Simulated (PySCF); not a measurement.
# CuN2H4: ligand-field states

Aim: compute the ligand-field states of CuN2H4.

Computed with PySCF 2.14.0 and routines of our own; the level stands in each step. Atoms count from 0.

## Step 1: The system as given

7 atoms, charge 0, states of the metal's open shell are computed; geometry from: model start, shaken.

## Step 2: Relaxing the molecule at PBE0-D3(BJ)/def2-TZVP

Job settings and geometry (Å):

```
{"job": {"xc": "PBE0", "basis": "def2-TZVP", "d3": "d3bj", "grid": 1, "maxiter": 45, "kind": "geom"}, "charge": 0, "metal": "Cu", "open_shell": "d9"}
Cu     0.000020     0.004480    -0.004110
N     -0.013360    -0.006820     1.835130
H      0.820900     0.020100     2.442620
H     -0.829310     0.007350     2.455350
N      0.001580    -0.013960    -1.850440
H      0.830430    -0.020160    -2.456860
H     -0.848520    -0.019340    -2.477630
```

Run with:

```sh
> OMP_NUM_THREADS=1 python lf_run.py task.json out
```

This one command runs all jobs of the session in turn.

The log of the run:

```text
step   0  E = -1752.09836346  max force = 0.027207
step   1  E = -1752.10433536  max force = 0.004376
step   2  E = -1752.10451043  max force = 0.000993
step   3  E = -1752.10452337  max force = 0.000674
step   4  E = -1752.10452703  max force = 0.000158
optimisation converged
```

Run time: 30 s. Hardware: 1 thread of Arm Neoverse V2, shared host; peak memory 0.49 GiB.

Step by step:

```csv
step,energy from step 0 (eV),largest force component (eV/Å)
0,0.0000,1.3990
1,-0.1625,0.2250
2,-0.1673,0.0511
3,-0.1676,0.0347
4,-0.1677,0.0081
```

Distances of close pairs at the start and the end, largest changes first:

```csv
bond,before (Å),after (Å),change (Å)
Cu0–N4,1.846,1.774,-0.072
Cu0–N1,1.839,1.774,-0.065
N4–H6,1.056,1.010,-0.047
N1–H2,1.032,1.010,-0.023
N4–H5,1.027,1.010,-0.017
N1–H3,1.025,1.010,-0.015
```

The next job starts from the end point, and lists it.

```csv
at the end point,value
point group (found at 0.08 Å tolerance),D2h
"rotational constants (GHz, main isotopes)","185.5, 4.570, 4.460"
dipole moment (D),0.01
⟨S²⟩,0.761
```

## Step 3: Ligand-field states: state-averaged CASSCF

Job settings and geometry (Å):

```
{"job": {"kind": "lf", "basis": {"metal": "x2c-TZVPall", "ligand": "x2c-SVPall"}, "nevpt": true}, "charge": 0, "metal": "Cu", "open_shell": "d9"}
Cu     0.000000     0.000000     0.000000
N      0.000000    -0.000000     1.773997
H     -0.822091    -0.002934     2.360042
H      0.822091     0.002934     2.360042
N     -0.000000     0.000000    -1.773997
H     -0.822091    -0.002934    -2.360042
H      0.822091     0.002934    -2.360042
```

Level: state-averaged CASSCF of the metal d shell, SC-NEVPT2 on the averaged canonical orbitals, state-interaction spin-orbit coupling.

The log of the run:

```text
basis functions 96, electrons 47, active (9e, 5o)
stage 1: DIIS on the effective Fock matrix, level shift 0.30
cycle   1  E = -1763.8824717239  dE = -1.764e+03  max|g| = 9.428e-01
cycle   2  E = -1764.0284866065  dE = -1.460e-01  max|g| = 1.017e+00
cycle   3  E = -1764.1157805111  dE = -8.729e-02  max|g| = 9.321e-01
cycle   4  E = -1764.2819982409  dE = -1.662e-01  max|g| = 5.525e-02
cycle   5  E = -1764.3231594051  dE = -4.116e-02  max|g| = 7.124e-02
cycle   6  E = -1764.3343442702  dE = -1.118e-02  max|g| = 3.880e-02
cycle   7  E = -1764.3363195138  dE = -1.975e-03  max|g| = 3.723e-02
cycle   8  E = -1764.3003988129  dE =  3.592e-02  max|g| = 7.311e-02
cycle   9  E = -1764.2850887222  dE =  1.531e-02  max|g| = 8.271e-02
cycle  10  E = -1764.2700197851  dE =  1.507e-02  max|g| = 1.075e-01
cycle  11  E = -1764.2539656974  dE =  1.605e-02  max|g| = 1.344e-01
cycle  12  E = -1764.2437667100  dE =  1.020e-02  max|g| = 1.567e-01
cycle  13  E = -1764.2344208890  dE =  9.346e-03  max|g| = 1.705e-01
cycle  14  E = -1764.2195364171  dE =  1.488e-02  max|g| = 1.981e-01
cycle  15  E = -1764.1909060942  dE =  2.863e-02  max|g| = 2.592e-01
stage 2: quasi-Newton rotations from the point of smallest gradient
cycle  17  E = -1764.3382948791  dE = -1.975e-03  max|g| = 6.061e-02
cycle  18  E = -1764.3392524843  dE = -9.576e-04  max|g| = 1.038e-02
cycle  19  E = -1764.3393205067  dE = -6.802e-05  max|g| = 2.551e-03
cycle  20  E = -1764.3393302135  dE = -9.707e-06  max|g| = 9.887e-04
cycle  21  E = -1764.3393319143  dE = -1.701e-06  max|g| = 3.024e-04
cycle  22  E = -1764.3393319999  dE = -8.563e-08  max|g| = 5.118e-05
cycle  23  E = -1764.3393320055  dE = -5.570e-09  max|g| = 1.293e-05
cycle  24  E = -1764.3393320061  dE = -6.548e-10  max|g| = 2.340e-06
converged average energy = -1764.3393320061

 mult deg   label        CASSCF/cm-1   NEVPT2/cm-1
   2   1   2B3g                0.0           0.0
   2   1   2Ag               959.6        3279.8
   2   1   2B2g             5668.8       10287.0
   2   1   2B1g             7239.9       12357.3
   2   1   2Ag              7321.7       12417.4

spin-orbit levels / cm-1
      0.00  x2  2B3g 0.96 2Ag 0.04
   3521.89  x2  2Ag 0.95 2B3g 0.04
  10414.11  x2  2B2g 0.95
  11759.81  x2  2B1g 0.53 2Ag 0.47
  13499.49  x2  2Ag 0.50 2B1g 0.46 2B2g 0.04
```

It took 2 s on 1 thread of Arm Neoverse V2, shared host; peak memory 0.38 GiB.

In short:

```csv
quantity,value
spin-orbit constant ζ,789 cm⁻¹
```

Powder susceptibility:

```csv
T (K),χT (cm³ K/mol),μ(eff)
2,0.580,2.15
5,0.581,2.15
10,0.582,2.16
20,0.583,2.16
30,0.585,2.16
50,0.588,2.17
75,0.592,2.18
100,0.596,2.18
150,0.604,2.20
200,0.612,2.21
250,0.620,2.23
300,0.628,2.24
```

The fields below are evaluated on a grid from the run's orbitals.

The spin density lies nearest to Cu0 93 %.

## Step 4: Ligand-field states: state-averaged CASSCF (basis x2c-TZVPall)

Settings changed since step 3:

```diff
@@ -1,2 +1,2 @@
-{"job": {"kind": "lf", "basis": {"metal": "x2c-TZVPall", "ligand": "x2c-SVPall"}, "nevpt": true}, "charge": 0, "metal": "Cu", "open_shell": "d9"}
+{"job": {"kind": "lf", "basis": "x2c-TZVPall", "nevpt": true}, "charge": 0, "metal": "Cu", "open_shell": "d9"}
 Cu     0.000000     0.000000     0.000000
```

Level: state-averaged CASSCF of the metal d shell, SC-NEVPT2 on the averaged canonical orbitals, state-interaction spin-orbit coupling.

The log of the run:

```text
basis functions 134, electrons 47, active (9e, 5o)
stage 1: DIIS on the effective Fock matrix, level shift 0.30
cycle   1  E = -1764.0189170960  dE = -1.764e+03  max|g| = 9.332e-01
cycle   2  E = -1764.1659981948  dE = -1.471e-01  max|g| = 1.011e+00
cycle   3  E = -1764.2516636383  dE = -8.567e-02  max|g| = 9.211e-01
cycle   4  E = -1764.4133363481  dE = -1.617e-01  max|g| = 5.303e-02
cycle   5  E = -1764.4533518395  dE = -4.002e-02  max|g| = 7.030e-02
cycle   6  E = -1764.4666378045  dE = -1.329e-02  max|g| = 3.957e-02
cycle   7  E = -1764.4684297511  dE = -1.792e-03  max|g| = 3.583e-02
cycle   8  E = -1764.4445202394  dE =  2.391e-02  max|g| = 7.016e-02
cycle   9  E = -1764.4251148525  dE =  1.941e-02  max|g| = 9.901e-02
cycle  10  E = -1764.4127087794  dE =  1.241e-02  max|g| = 1.091e-01
cycle  11  E = -1764.3916387899  dE =  2.107e-02  max|g| = 1.314e-01
cycle  12  E = -1764.3824644356  dE =  9.174e-03  max|g| = 1.424e-01
cycle  13  E = -1764.3762677375  dE =  6.197e-03  max|g| = 1.503e-01
cycle  14  E = -1764.3623768359  dE =  1.389e-02  max|g| = 1.776e-01
cycle  15  E = -1764.3366800571  dE =  2.570e-02  max|g| = 2.391e-01
stage 2: quasi-Newton rotations from the point of smallest gradient
cycle  17  E = -1764.4702412552  dE = -1.812e-03  max|g| = 5.996e-02
cycle  18  E = -1764.4712003695  dE = -9.591e-04  max|g| = 9.536e-03
cycle  19  E = -1764.4712649958  dE = -6.463e-05  max|g| = 2.215e-03
cycle  20  E = -1764.4712753272  dE = -1.033e-05  max|g| = 9.193e-04
cycle  21  E = -1764.4712768152  dE = -1.488e-06  max|g| = 2.910e-04
cycle  22  E = -1764.4712769267  dE = -1.115e-07  max|g| = 4.982e-05
cycle  23  E = -1764.4712769352  dE = -8.444e-09  max|g| = 1.619e-05
cycle  24  E = -1764.4712769361  dE = -9.843e-10  max|g| = 3.854e-06
converged average energy = -1764.4712769361

 mult deg   label        CASSCF/cm-1   NEVPT2/cm-1
   2   1   2B3g                0.0           0.0
   2   1   2Ag               787.1        3064.6
   2   1   2B2g             5499.1        9961.7
   2   1   2B1g             7286.3       12161.5
   2   1   2Ag              7362.2       12223.1

spin-orbit levels / cm-1
      0.00  x2  2B3g 0.96 2Ag 0.04
   3320.77  x2  2Ag 0.95 2B3g 0.04
  10105.75  x2  2B2g 0.95
  11572.25  x2  2B1g 0.53 2Ag 0.47
  13307.88  x2  2Ag 0.50 2B1g 0.46 2B2g 0.04
```

It took 2.9 s on 1 thread of Arm Neoverse V2, shared host; peak memory 0.38 GiB.

In short:

```csv
quantity,value
spin-orbit constant ζ,789 cm⁻¹
```

Powder susceptibility:

```csv
T (K),χT (cm³ K/mol),μ(eff)
2,0.590,2.17
20,0.593,2.18
100,0.607,2.20
300,0.640,2.26
```

## Step 5: The runs side by side

From the NEVPT2 states (cm⁻¹; the spread is that of the fitted one-electron ligand-field levels):

```csv
step,setting,ground state,next state,orbital spread,ζ,"μ(eff), 300 K"
3,as given,2B3g,2Ag at 3280,12417,789,2.24
4,basis x2c-TZVPall,2B3g,2Ag at 3065,12223,789,2.26
```

## Step 6: What came out

| quantity | value |
| --- | --- |
| point group | D2h |
| rotational constants (main isotopes) | 185.49, 4.57, 4.46 GHz |
| spin-orbit constant ζ (step 3, state-averaged CASSCF) | 789 cm⁻¹ |
| ground multiplicity, μ(eff) at 300 K (step 3, 2 donors at 1.77 Å) | 2, 2.24 μB |
| ground multiplicity, μ(eff) at 300 K (step 4, 2 donors at 1.77 Å) | 2, 2.26 μB |

What this shows: The optimisation took 4 steps and gained 0.168 eV; among the close pairs (by a distance rule), Cu0–N4 changed most, from 1.846 to 1.774 Å. No frequency check was run at this level, so the end point may be a saddle. In step 3, χT goes from 0.58 at 2 K to 0.63 cm³ K/mol at 300 K: nearly flat, so one level governs the whole range.
